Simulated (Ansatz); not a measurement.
# SrMg6Ni (Amm2) in Ansatz: reference runs

Reference runs on SrMg6Ni: the cell as given and a disturbed copy.

Program: Ansatz 0.2.0. These are calculated values, not measurements. Logs are shortened: lines on timing, memory, paths and dates and some standing lists are left out, and cuts for length are marked.

### 1 Starting point

The structure is orthorhombic, space group Amm2 (No. 38). Conventional cell: a = 4.485 Å, b = 6.256 Å, c = 14.238 Å, α = 90.00°, β = 90.00°, γ = 90.00°. Around Sr (site symmetry mm2) lie 8 Mg at 3.28 to 3.61 Å and 2 Ni at 3.38 Å. Ni (site symmetry mm2) is surrounded by 6 Mg at 2.72 to 2.74 Å. Mg (site symmetry mm2) is surrounded by 8 Mg at 2.99 to 3.37 Å and 2 Sr at 3.35 Å. Mg (site symmetry m) has 2 Ni at 2.74 Å and 3 Mg at 2.90 to 3.04 Å as nearest neighbours. Around Mg (site symmetry mm2) lie 6 Mg at 3.22 to 3.32 Å and 2 Ni at 3.38 Å. Mg (site symmetry m) has 1 Ni at 2.72 Å and 5 Mg at 2.90 to 3.08 Å as nearest neighbours.

The cell comes from a database or a generator and needn't be the stable form of this composition.

### 2 Single point, PBE, collinear spin, ferromagnetic start

The input, input.yaml:

```yaml
crystal:
  lattice:
    - [4.485248, 0.0, 0.0]
    - [0.0, 3.128175, 7.118798]
    - [0.0, -3.128175, 7.118798]
  atoms:
    - { symbol: Sr, position: [0.5, 0.718243, 0.718243] }
    - { symbol: Ni, position: [0.0, 0.895799, 0.895799], spin: 1.0 }
    - { symbol: Mg, position: [0.5, 0.133557, 0.133557] }
    - { symbol: Mg, position: [0.5, 0.165213, 0.679349] }
    - { symbol: Mg, position: [0.5, 0.679349, 0.165213] }
    - { symbol: Mg, position: [0.0, 0.305192, 0.305192] }
    - { symbol: Mg, position: [0.0, 0.304944, 0.797704] }
    - { symbol: Mg, position: [0.0, 0.797704, 0.304944] }
hamiltonian:
  xc: pbe
  pseudopotentials: { kind: paw }
magnetization:
  spin_polarized: true
kpoints:
  mp_grid: { grid: [6, 5, 5] }
scf:
  occupations: { method: fermi_dirac, width: 0.05 }
output:
  forces: true
  stress: true
  eigenvalues: true
```

Potentials or basis: Ansatz PAW.

Run with:

```sh
$ ansatz run input.yaml --threads 4 --pin off --max-ram 10240MiB --backend cpu --events-out ev --progress --plain --runs-dir out
```

The log of the run:

```text
Warning: RAYON_NUM_THREADS=4 ignored (pool sized by the plan → 4); use --threads N
Engine: ansatz 0.2.0, x86_64-unknown-linux-gnu
Pseudopotentials: kind: paw
Pseudopotential: Sr, paw, valence charge 10, recommended cutoff 420 eV (normal), Sr.paw.azcp
Pseudopotential: Ni, paw, valence charge 18, recommended cutoff 420 eV (normal), Ni.paw.azcp
Pseudopotential: Mg, paw, valence charge 10, recommended cutoff 420 eV (normal), Mg.paw.azcp
Functional definition: PBE
  parameter kappa = 0.804
  parameter beta = 0.06672455060314922
  exchange = pbe_x(kappa = kappa, mu = beta*pi^2/3)
  correlation = pbe_c(beta = beta)
Crystal: 8 atoms, lattice volume = 199.763 Å³
Basis set: ecut = 420 eV, 3879 PW (Γ), exchange–correlation on 60×108×108 points (8 copies of the dense FFT grid, shifted against one another)
Bands: 54, of which v1, the nominal top of the filled ones, is band 44 counted from 1 (43 counted from 0)
Symmetry: 4 space group operations
Space group: Amm2 (ITA 38), of the structure as read, at distance tolerance 5.8e-5 Å
Magnetic group: BNS 38.187 (UNI 285), of the structure as read, at distance tolerance 5.8e-5 Å
k-points: 36 of 150 (time reversal used)
Non-local potential: Sr, projectors of the file, l = 0: 3, l = 1: 2, l = 2: 2
Non-local potential: Ni, projectors of the file, l = 0: 3, l = 1: 2, l = 2: 3, l = 3: 1
Non-local potential: Mg, projectors of the file, l = 0: 3, l = 1: 2, l = 2: 1
PAW form: soft (Blöchl's): semilocal exchange-correlation on the pseudo side does not see the compensation charge
PAW one-centre angular grid: Sr, 110 points (default); XC on 64 Gauss nodes
PAW one-centre angular grid: Ni, 590 points (default); XC on 64 Gauss nodes
PAW one-centre angular grid: Mg, 110 points (default); XC on 64 Gauss nodes
Initial density: superposition of atomic densities (chi_scale 0.1, normalization cell, long waves kept (reshape's long-wave potential 0.06 eV rms))
Starting moments: Σ|m| = 1 μB on 1 of 8 sites
[... 23 lines left out ...]
SCF converged after 15 iterations
Magnetization: -0.0000 μB (44.0000 up, 44.0000 down)
Absolute magnetization: 0.0000 μB (∫|ρ↑−ρ↓|, with the PAW one-centre terms)
Spin contamination: 0.0000 ħ² per cell (⟨S²⟩ above its minimum at these occupations)
Per-site moments (μB) at R_I (Å): [(-9.200882049639758e-8, 1.3524140876996669), (9.174096502978561e-7, 1.1237020439864895), (2.344359458680471e-8, 1.2318402828308956), (-6.262474390489804e-8, 1.128285089874602), (-6.262474396694486e-8, 1.128285089874602), (-1.3143490393909145e-8, 1.329960624952715), (-4.103589058834027e-8, 1.1237020439864895), (-4.1035890514147856e-8, 1.1237020439864895)]
Free energy (F): -20926.232365 eV
Harris-Foulkes:  -20926.232365 eV  (|F-HF|=2.35e-8)
Internal energy: -20926.200421 eV  (E = F + TS)
E sigma→0 (E₀):  -20926.216393 eV
Entropy (-TS):   -0.031944 eV (-3.993 meV/atom)
Fermi energy:    5.955978 eV
--- Per-component energies (eV) ---
  E_band       = -2721.377912
  E_kinetic    = 976.685458
  E_local      = -16600.436788  (includes V_loc(G=0)·N_el)
  E_nonlocal   = 1418.927309
  E_hartree    = 6359.330073
  E_xc         = -425.870530
  E_vxc        = -487.600980  (∫ρ·V_xc dr)
  E_paw        = -6085.924291  (= ΣΔE_a)
  E_vpaw       = -747.628721  (= ΣTr[D̂ρ^β])
  E_aug_tail   = 0.000503  (compensation charges beyond the density's cutoff)
  E_ewald      = -6568.912154
  E_smearing   = -0.031944  (= −TS)
  E_closure    = -0.000000  (closes the sum)
  Σ components = -20926.232365   (vs F -20926.232365, Δ=0.00e0)
--- Forces (eV/Å), atoms counted from 1 ---
  atom   1  Sr     0.00000000     0.00000000     0.01778538
  atom   2  Ni     0.00000000     0.00000000     0.02449899
  atom   3  Mg     0.00000000     0.00000000    -0.00135361
  atom   4  Mg     0.00000000    -0.04829648     0.00466022
  atom   5  Mg     0.00000000     0.04829648     0.00466022
  atom   6  Mg     0.00000000     0.00000000     0.01299935
  atom   7  Mg     0.00000000     0.04299078    -0.03162385
  atom   8  Mg     0.00000000    -0.04299078    -0.03162385
  max |Σ_I F_I| component: 2.86e-6 eV/Å
--- Stress (GPa, compression-positive) ---
        0.225213       0.000000       0.000000
        0.000000      -0.108117       0.000000
        0.000000       0.000000      -0.438935
  P = ⅓ Tr σ = -0.1073 GPa (-1.073 kbar)
--- Band table (eV; the first three rows and the last of 72) ---
  k-point 0 ↑: bands = ["-96.3823", "-70.2689", "-69.9096", "-69.7472", "-69.7459", "-69.6723", "-69.6709", "-56.8318", "-56.8072", "-56.7496", "-37.0340", "-37.0291", "-37.0050", "-36.6668", "-36.6659", "-36.6654", "-36.5227", "-36.5130", "-36.5121", "-36.5098", "-36.4848", "-36.4744", "-36.4501", "-36.4479", "-36.4342", "-36.4122", "-36.4053", "-36.4034", "-29.6004", "-11.6968", "-11.6375", "-11.5872", "-0.3534", "2.5192", "2.9294", "3.5737", "3.8157", "4.7180", "4.7378", "4.7447", "4.8401", "4.9994", "5.4119", "5.4788", "6.5425", "7.5584", "8.1717", "8.5831", "9.0248", "9.1031", "9.3272", "9.7757", "10.0555", "10.1809"]
  k-point 1 ↑: bands = ["-96.3823", "-70.2689", "-69.9096", "-69.7470", "-69.7460", "-69.6722", "-69.6710", "-56.8318", "-56.8072", "-56.7496", "-37.0340", "-37.0291", "-37.0050", "-36.6668", "-36.6659", "-36.6654", "-36.5213", "-36.5131", "-36.5120", "-36.5108", "-36.4841", "-36.4756", "-36.4499", "-36.4481", "-36.4323", "-36.4141", "-36.4052", "-36.4036", "-29.6003", "-11.6979", "-11.6374", "-11.5872", "-0.1768", "2.1782", "2.6007", "3.3067", "4.1855", "4.5021", "4.7272", "4.8468", "4.8874", "4.9494", "5.7166", "6.4776", "6.6482", "7.6991", "7.9495", "8.1554", "8.6919", "8.8839", "9.2193", "9.3928", "9.6586", "10.4729"]
  k-point 2 ↑: bands = ["-96.3823", "-70.2689", "-69.9096", "-69.7468", "-69.7463", "-69.6720", "-69.6713", "-56.8318", "-56.8072", "-56.7496", "-37.0340", "-37.0291", "-37.0050", "-36.6669", "-36.6659", "-36.6654", "-36.5179", "-36.5136", "-36.5132", "-36.5119", "-36.4819", "-36.4784", "-36.4495", "-36.4486", "-36.4279", "-36.4186", "-36.4048", "-36.4040", "-29.6003", "-11.6997", "-11.6373", "-11.5871", "0.2965", "1.3395", "2.4105", "3.0010", "4.4033", "4.6826", "4.7021", "4.8557", "4.8979", "5.2644", "6.3096", "6.8889", "7.0530", "7.6162", "7.9788", "8.1230", "8.1676", "8.7124", "9.0583", "9.5391", "9.6013", "9.6800"]
  k-point 35 ↓: bands = ["-96.3823", "-70.2689", "-69.9096", "-69.7470", "-69.7459", "-69.6723", "-69.6711", "-56.8318", "-56.8072", "-56.7496", "-37.0342", "-37.0291", "-37.0050", "-36.6672", "-36.6662", "-36.6656", "-36.5206", "-36.5146", "-36.5127", "-36.5112", "-36.4841", "-36.4754", "-36.4491", "-36.4474", "-36.4323", "-36.4142", "-36.4052", "-36.4034", "-29.5979", "-11.6903", "-11.6568", "-11.6289", "1.7917", "2.1229", "2.9778", "3.0040", "3.9377", "3.9397", "4.8206", "4.8926", "4.8944", "4.9261", "5.0171", "6.0606", "6.2415", "6.6879", "7.2090", "7.3092", "7.5823", "7.7924", "8.7728", "8.8795", "8.9528", "9.4996"]
```

It took 12 s on 4 threads of Intel Xeon 6975P-C (Granite Rapids), shared host; peak memory 0.95 GiB.

What came out:

- Free energy: -20926.2324 eV
- Pressure: -0.1 GPa
- Largest force: 0.053 eV/Å
- Band gap on the k mesh: none (metal or under the smearing width)
- Net moment: 0.00 μB per cell
- Absolute moment: 0.00 μB per cell

Forces on the atoms (eV/Å):
```
Sr   0.000  0.000  0.018
Ni   0.000  0.000  0.024
Mg   0.000  0.000 -0.001
Mg   0.000 -0.048  0.005
Mg   0.000  0.048  0.005
Mg   0.000  0.000  0.013
Mg   0.000  0.043 -0.032
Mg   0.000 -0.043 -0.032
```

Caveat: the starting moments weren't kept.

### 3 Single point, PBE, collinear spin, ferromagnetic start (atoms moved at random, drawn with an rms of 0.05 Å)

The input, input.yaml:

```yaml
crystal:
  lattice:
    - [4.485248, 0.0, 0.0]
    - [0.0, 3.128175, 7.118798]
    - [0.0, -3.128175, 7.118798]
  atoms:
    - { symbol: Sr, position: [0.507356, 0.72113, 0.714066] }
    - { symbol: Ni, position: [0.001798, 0.893226, 0.896336], spin: 1.0 }
    - { symbol: Mg, position: [0.496565, 0.134784, 0.133202] }
    - { symbol: Mg, position: [0.500096, 0.161356, 0.683773] }
    - { symbol: Mg, position: [0.499197, 0.675015, 0.169702] }
    - { symbol: Mg, position: [-0.008989, 0.300491, 0.312736] }
    - { symbol: Mg, position: [0.007873, 0.304334, 0.802104] }
    - { symbol: Mg, position: [-0.000837, 0.791989, 0.306] }
hamiltonian:
  xc: pbe
  pseudopotentials: { kind: paw }
magnetization:
  spin_polarized: true
kpoints:
  mp_grid: { grid: [6, 5, 5] }
scf:
  occupations: { method: fermi_dirac, width: 0.05 }
output:
  forces: true
  stress: true
  eigenvalues: true
```

Potentials or basis: Ansatz PAW.

Run with:

```sh
$ ansatz run input.yaml --threads 4 --pin off --max-ram 10240MiB --backend cpu --events-out ev --progress --plain --runs-dir out
```

Wall time 26 s (4 threads of Intel Xeon 6975P-C (Granite Rapids), shared host); peak memory 1.4 GiB.

Results (log left out):

```
Free energy            : -20926.2212 eV
Pressure               : -0.1 GPa
Largest force          : 0.201 eV/Å
Band gap on the k mesh : none (metal or under the smearing width)
Net moment             : 0.00 μB per cell
Absolute moment        : 0.00 μB per cell
```

Forces in eV/Å, atoms in the order of the input:
```
Sr  -0.025 -0.091  0.059
Ni  -0.025  0.009  0.054
Mg   0.081 -0.037 -0.003
Mg   0.053 -0.044  0.057
Mg  -0.014  0.095 -0.090
Mg   0.091  0.015 -0.007
Mg  -0.159  0.049 -0.111
Mg  -0.001  0.004  0.041
```

Stress tensor (GPa, compression positive):
```
 0.28 -0.08 -0.10
-0.08 -0.14 -0.05
-0.10 -0.05 -0.49
```

Levels at points of the mesh, in eV from the Fermi level:
Spin up:
```tsv
k point	band 40	band 41	band 42	band 43	band 44	band 45	band 46	band 47	band 48	band 49
(0.00, 0.00, 0.00)	-1.20	-1.11	-0.96	-0.54	-0.48	0.59	1.61	2.21	2.63	3.07
(-0.50, 0.00, 0.00)	-1.28	-1.05	-0.98	-0.63	-0.40	-0.10	-0.09	-0.01	0.30	1.40
```
Spin down:
| k point | band 41 | band 42 | band 43 | band 44 | band 45 | band 46 | band 47 | band 48 |
| --- | --- | --- | --- | --- | --- | --- | --- | --- |
| (0.00, 0.00, 0.00) | -1.11 | -0.96 | -0.54 | -0.48 | 0.59 | 1.61 | 2.21 | 2.63 |
| (-0.50, 0.00, 0.00) | -1.05 | -0.98 | -0.63 | -0.40 | -0.10 | -0.09 | -0.01 | 0.30 |

Caveat: the starting moments weren't kept.
